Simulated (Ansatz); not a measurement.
# Ba: a tetragonal deformation path

One table from this session's results is given with a row withheld; the runs are named, their logs left out.

Method: DFT PBEsol, scalar-relativistic, plane waves, PAW, in Ansatz 0.2.0.

## The system as given

Symmetry: Im-3m, No. 229, cubic system. Conventional cell: a = 5.000 Å, b = 5.000 Å, c = 5.000 Å, α = 90.00°, β = 90.00°, γ = 90.00°. Around Ba (site symmetry m-3m) lie 8 Ba at 4.33 Å.

Structure file:

```xyz
1
Lattice="-2.5000 2.5000 2.5000 2.5000 -2.5000 2.5000 2.5000 2.5000 -2.5000" Properties=species:S:1:pos:R:3 pbc="T T T"
Ba    0.0000    0.0000    0.0000
```

No relaxation comes first: the listed cell is the starting point.

Set-up of the first run:

input.yaml reads:

```yaml
crystal:
  lattice:
    - [-2.5, 2.5, 2.5]
    - [2.5, -2.5, 2.5]
    - [2.5, 2.5, -2.5]
  atoms:
    - { symbol: Ba, position: [0.0, 0.0, 0.0] }
basis:
  ecutwfc: 420
kpoints:
  mp_grid: { grid: [16, 16, 16] }
hamiltonian:
  xc: pbesol
scf:
  occupations: { method: gaussian, width: 0.15 }
output:
  forces: true
  stress: true
  eigenvalues: true
  write_density: true
  write_potential: true
  elf: true
  volumetric_format: npy
```

Run with:

```bash
ansatz run input.yaml --threads 1 --pin off --max-ram 2560MiB --backend cpu --events-out ev --progress --plain --runs-dir out
```

Steps of the session up to this table: Zero of the scan; Point ρ = 0.707; ρ = 1.414; ρ = 0.850; At ρ = 1.200; Point ρ = 0.780; Point ρ = 1.300; ρ = 0.920; At ρ = 1.100; ρ = 0.650; ρ = 1.500; ρ = 0.960; Point ρ = 1.050.

One table of the session follows, with a row left open; its other results are not shown here.

Collected from the runs (energy zero: the undisturbed cell):

```
    ρ  ΔE (meV/atom)  pressure (GPa)
0.650          258.8             0.0
0.707          143.3            -0.3
0.780           59.0            -0.5
0.850           20.7            -0.5
0.920            4.7            -0.6
0.960            1.0            -0.6
1.000            0.0            -0.6
1.050            1.2            -0.6
1.100            4.0            -0.6
1.200              ?               ?
1.300           13.8            -0.5
1.414           13.3            -0.5
1.500           14.9            -0.5
```

**Question.** Estimate the row for ρ = 1.200.

Worked estimate for «ΔE (meV/atom)». A straight line through the neighbours (1.100, 4.0) and (1.300, 13.8) gives 4.0 + (13.8 − 4.0) × (1.200 − 1.100) / (1.300 − 1.100) = 8.9; a parabola fitted to 4 rows on both sides gives 10.4.

The run gave: ΔE (meV/atom): 10.7; pressure (GPa): -0.5. In «ΔE (meV/atom)» the line misses by -1.8 and the parabola by -0.3.
